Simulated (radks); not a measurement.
# Ru inside a hard spherical wall

One table from this session's results is given with a row withheld; the runs are named, their logs left out.

Program: radks (a radial shooting solver on a logarithmic mesh, Libxc functionals) version 1. Level of theory: scalar-relativistic Kohn-Sham, PBE, spin-polarised, spherical densities, finite nucleus; open shells are filled with parallel spins first. These are calculated values, not measurements, unless marked.

### What is computed

- element: ruthenium (Z = 44)
- charge: 0
- electrons: 44
- configuration: [Kr] 4d7 5s1
- nuclear rms radius: 4.4809 fm

The outer shells:

Ru
```
[Kr] core
4d [↑↓][↑↓][↑ ][↑ ][↑ ]
5s [↑ ]
```

Set-up of the first run:

The run's settings:

```text
Z 44
configuration [Kr] 4d7 5s1 5p0 6s0 4f0
relativity scalar-relativistic
functional pbe,pbe
spin polarised
nucleus finite rms 4.4809 fm
c 137.035999084
```

Among the steps run: The free atom; Wall at 15 bohr; Wall at 12 bohr; Wall at 10 bohr; Wall at 8 bohr; Wall at 6 bohr; Wall at 5 bohr; Wall at 2.5 bohr; Wall at 2 bohr; Wall at 1.5 bohr.

One of the session's tables, all rows but one given; the rest of the session is left out.

```
R (bohr)  E − E(free) (eV)  ε(5s) (eV)  ε(5p, empty) (eV)  ε(6s, empty) (eV)  ε(4f, empty) (eV)
    free             0.000      -4.761             -1.195                  -                  -
      15             0.000      -4.761             -1.188              0.277              2.317
      12             0.001      -4.757             -1.147              0.834              3.387
      10             0.009      -4.734             -1.024              1.859              4.743
       8             0.090      -4.584             -0.576              4.529              7.296
       6             0.873      -3.633              1.257             12.694             12.667
       5             2.897      -1.799              4.142             23.308             17.866
     2.5                 ?           ?                  ?                  ?                  ?
       2            336.16      130.69             156.65             375.66             106.36
     1.5            1201.3      357.83             392.29             837.31             200.93
```

**Question.** Estimate the row for R (bohr) = 2.5.

Worked estimate for «E − E(free) (eV)». A straight line through the neighbours (5, 2.897) and (2, 336.16) gives 2.897 + (336.16 − 2.897) × (2.5 − 5) / (2 − 5) = 280.62; a parabola fitted to 4 rows on both sides gives 330.43.

**Answer.** E − E(free) (eV): 116.82; ε(5s) (eV): 54.027; ε(5p, empty) (eV): 72.580; ε(6s, empty) (eV): 197.10; ε(4f, empty) (eV): 66.707. In «E − E(free) (eV)» the line misses by +163.80 and the parabola by +213.61. Between these rows the values bend or scatter more than so simple an estimate can follow.

Shells are not refilled when levels cross, and a hard wall is a model, not a crystal.
